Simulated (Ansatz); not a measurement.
# AsH3OS (SMILES OS[AsH2]): one structure at several levels

A test off equilibrium: a structure displaced at random from a GFN2-xTB minimum is computed at several levels, and each is set against CCSD(T).

Computed with Ansatz 0.2.0, Gaussian basis. Level: single points in def2-TZVPP.

Cores are frozen in the correlated methods. Filled d shells of the heavier atoms are correlated.

## 1. The system as given

SMILES `OS[AsH2]`, 6 atoms, charge 0, spin multiplicity 1.

Atoms are counted from 1 here; the program's logs count them from 0.

Bond lengths: O1–S2 1.717 Å, O1–H4 1.027 Å, S2–As3 2.218 Å, As3–H5 1.300 Å, As3–H6 1.524 Å. Angles: S2–O1–H4 108.4°, O1–S2–As3 95.1°, S2–As3–H5 98.6°, S2–As3–H6 102.3°, H5–As3–H6 95.1°.

Coordinates:

```
O    -0.62580   -1.23710   -0.53850
S    -1.20920    0.37660   -0.59240
As    0.68500    1.29640    0.10570
H    -1.25680   -1.79070    0.05370
H     1.49960    0.71650   -0.72550
H     1.05460    0.41660    1.29360
```

## 2. CCSD(T)/def2-TZVPP

run/in.yaml reads:

```yaml
crystal:
  periodic: [false, false, false]
  atoms:
    - {symbol: O, position_ang: [-0.625800, -1.237100, -0.538500]}
    - {symbol: S, position_ang: [-1.209200, 0.376600, -0.592400]}
    - {symbol: As, position_ang: [0.685000, 1.296400, 0.105700]}
    - {symbol: H, position_ang: [-1.256800, -1.790700, 0.053700]}
    - {symbol: H, position_ang: [1.499600, 0.716500, -0.725500]}
    - {symbol: H, position_ang: [1.054600, 0.416600, 1.293600]}
basis:
  gaussian: {orbitals: def2-TZVPP}
correlation: {method: ccsd_t}
output: {forces: true}
```

No record of the launch command was kept for these runs.

## 3. PBE0-D4/def2-TZVPP

Edit run/in.yaml of step 2 so:

```diff
@@ -11,3 +11,3 @@
   gaussian: {orbitals: def2-TZVPP}
-correlation: {method: ccsd_t}
-output: {forces: true}
+hamiltonian: {xc: pbe0, dispersion: d4}
+output: {forces: true, orbitals: {seedname: orbitals}}
```

## 4. wB97M-V/def2-TZVPP

Edit run/in.yaml of step 3 so:

```diff
@@ -11,3 +11,3 @@
   gaussian: {orbitals: def2-TZVPP}
-hamiltonian: {xc: pbe0, dispersion: d4}
-output: {forces: true, orbitals: {seedname: orbitals}}
+hamiltonian: {xc: {name: wB97M-V}}
+output: {forces: true}
```

## 5. r2SCAN-D4/def2-TZVPP

Edit run/in.yaml of step 4 so:

```diff
@@ -11,3 +11,3 @@
   gaussian: {orbitals: def2-TZVPP}
-hamiltonian: {xc: {name: wB97M-V}}
+hamiltonian: {xc: r2scan, dispersion: d4}
 output: {forces: true}
```

## 6. PBE-D4/def2-TZVPP

Edit run/in.yaml of step 5 so:

```diff
@@ -11,3 +11,3 @@
   gaussian: {orbitals: def2-TZVPP}
-hamiltonian: {xc: r2scan, dispersion: d4}
+hamiltonian: {xc: pbe, dispersion: d4}
 output: {forces: true}
```

## 7. CAM-B3LYP-D4/def2-TZVPP

Edit run/in.yaml of step 6 so:

```diff
@@ -11,3 +11,3 @@
   gaussian: {orbitals: def2-TZVPP}
-hamiltonian: {xc: pbe, dispersion: d4}
+hamiltonian: {xc: {name: CAM-B3LYP}, dispersion: d4}
 output: {forces: true}
```

## 8. wB97X-V/def2-TZVPP

Edit run/in.yaml of step 7 so:

```diff
@@ -11,3 +11,3 @@
   gaussian: {orbitals: def2-TZVPP}
-hamiltonian: {xc: {name: CAM-B3LYP}, dispersion: d4}
+hamiltonian: {xc: {name: wB97X-V}}
 output: {forces: true}
```

(Steps that only read results are left out.)

Q: Predict the outcome of this session. Wanted: energy less free atoms, CCSD(T)/def2-TZVPP; RMS force component; RMS force error; HOMO and LUMO, PBE0-D4; T1 diagnostic.

The runs gave:

| quantity | value |
| --- | --- |
| energy less free atoms, CCSD(T)/def2-TZVPP | -15.002 eV |
| RMS force component | 2.403 to 2.493 eV/Å over the methods |
| RMS force error | PBE0-D4 0.175, wB97M-V 0.122, r2SCAN-D4 0.089, PBE-D4 0.249, CAM-B3LYP-D4 0.143, wB97X-V 0.166 eV/Å |
| HOMO and LUMO, PBE0-D4 | -6.85 and -1.12 eV |
| T1 diagnostic | 0.013 |

In words: Against CCSD(T) the functionals' energies less atoms differ by -1.212 to -0.484 eV, PBE-D4 by -1.212 eV. The reference is not at the basis limit: in triple zeta CCSD(T) underbinds, which counts against methods that bind more; the gaps are no ranking. On forces the order runs from r2SCAN-D4 to PBE-D4. Frozen-core CCSD(T) forces in triple zeta carry basis errors of their own, and this is one geometry, so small gaps rank nothing.
